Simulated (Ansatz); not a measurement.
# C2H5AlBCl: how energies converge with the basis set

An exercise on one series of results from a longer session: the logs are not shown, and one member is left open.

Computed with Ansatz 0.2.0, Gaussian basis. Level: one geometry, several basis sets.

Plan: PBE0-D4/def2-SVP; ωB97M-V/def2-SVP; PBE0-D4/def2-QZVPP; ωB97M-V/def2-QZVPP; the functionals' def2-TZVPP values are taken from earlier runs.

### The relaxed structure

An earlier PBE0-D4 in a triple-zeta def2 set relaxation fixed the geometry.

SMILES `C[B]1[CH2][Al]1[Cl]`, 10 atoms, charge 0, spin multiplicity 1.

Atoms are counted from 1 here; the program's logs count them from 0.

Bond lengths: C1–B2 1.554 Å, C1–H6 1.095 Å, C1–H7 1.093 Å, C1–H8 1.093 Å, B2–C3 1.463 Å, B2–Al4 1.978 Å, C3–Al4 2.145 Å, C3–H9 1.106 Å, C3–H10 1.093 Å, Al4–Cl5 2.100 Å. Angles: B2–C1–H6 111.2°, B2–C1–H7 111.5°, B2–C1–H8 111.6°, H6–C1–H7 107.8°, H6–C1–H8 107.8°, H7–C1–H8 106.7°, C1–B2–C3 135.9°, C1–B2–Al4 148.6°, C3–B2–Al4 75.4°, B2–C3–Al4 63.2°, B2–C3–H9 130.6°, B2–C3–H10 122.7°, Al4–C3–H9 67.4°, Al4–C3–H10 174.1°, H9–C3–H10 106.7°, B2–Al4–C3 41.3°, B2–Al4–Cl5 159.8°, C3–Al4–Cl5 118.5°.

The first run:

File in.yaml:

```yaml
crystal:
  periodic: [false, false, false]
  atoms:
    - {symbol: C, position_ang: [-1.197107, -1.237144, 0.389858]}
    - {symbol: B, position_ang: [-0.236493, -0.085047, -0.015934]}
    - {symbol: C, position_ang: [1.181671, 0.219048, 0.178613]}
    - {symbol: Al, position_ang: [0.031899, 1.645462, -0.936281]}
    - {symbol: Cl, position_ang: [0.999879, 3.359615, -1.666660]}
    - {symbol: H, position_ang: [-0.669522, -2.011376, 0.956856]}
    - {symbol: H, position_ang: [-2.021694, -0.872734, 1.008513]}
    - {symbol: H, position_ang: [-1.647928, -1.711993, -0.485733]}
    - {symbol: H, position_ang: [1.785088, 1.084531, -0.154373]}
    - {symbol: H, position_ang: [1.857308, -0.441365, 0.728041]}
basis:
  gaussian: {orbitals: def2-SVP}
hamiltonian: {xc: pbe0, dispersion: d4}
output: {orbitals: {seedname: orbitals}}
```

Among the steps run: PBE0-D4 in def2-SVP; ωB97M-V in def2-SVP; PBE0-D4 in def2-QZVPP; ωB97M-V in def2-QZVPP.

One table of the session follows, with a row left open; its other results are not shown here.

It belongs to the step «Density functionals: the series». 

| functional | basis | HOMO (eV) | LUMO (eV) |
| --- | --- | --- | --- |
| PBE0-D4 | def2-SVP | -6.88 | -1.36 |
| PBE0-D4 | def2-TZVPP | -6.94 | -1.43 |
| PBE0-D4 | def2-QZVPP | ? | ? |
| ωB97M-V | def2-SVP | -8.85 | 0.43 |
| ωB97M-V | def2-TZVPP | -8.93 | 0.34 |
| ωB97M-V | def2-QZVPP | -8.95 | 0.14 |

**Question.** Estimate the row for PBE0-D4, def2-QZVPP.

The run gave: HOMO (eV): -6.95; LUMO (eV): -1.50. In the column «HOMO (eV)» it lies between ωB97M-V, def2-SVP (-8.85) and PBE0-D4, def2-TZVPP (-6.94).
